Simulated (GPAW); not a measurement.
Runs of GPAW 26.7.0 on Ag. The cell holds a slab with vacuum, 6 atoms: a = 2.889 Å, b = 2.889 Å, c = 25.215 Å, α = 90.00°, β = 90.00°, γ = 90.00°. The slab is cut from a database's or a generator's crystal, which needn't be the stable form of the element.

| level | potentials or basis | gap on the mesh (eV) | largest force (eV/Å) | work function (eV) |
| --- | --- | --- | --- | --- |
| WC | PAW data sets generated in the run's folder for this functional, pw | none | 0.26 | 4.42 |
| vdW-DF-cx | GPAW PAW data sets (gpaw-data 1.2.1), pw | none | 0.14 | (a) |
| revPBE | the program's PAW data sets (release 1.2.1) made for this functional, pw | none | 0.25 | (c) |
| LDA | the program's PAW data sets (release 1.2.1) made for this functional, pw | none | 0.54 | 4.74 |
| RPBE | the program's PAW data sets (release 1.2.1) made for this functional, pw | none | 0.30 | (b) |

Alike in all rows: task single point; no spin polarisation; cell the (1 0 0) slab of Ag, cut from the database cell, not relaxed; k mesh 9 × 9 × 1; cutoff (eV) 450; smearing fermi-dirac 0.05 eV.

Question: Estimate the missing entries.

Answer: (a) 4.44; (b) 4.10; (c) 4.13.

Caveats: the PAW data sets were made with another functional, which shifts forces and pressure a little (some runs).

A k mesh can miss the band edges, and the runs leave out spin-orbit coupling on Ag.

A gap of «none» marks a metal or a gap under the smearing width.

Runs at the PBE level aren't shown here.
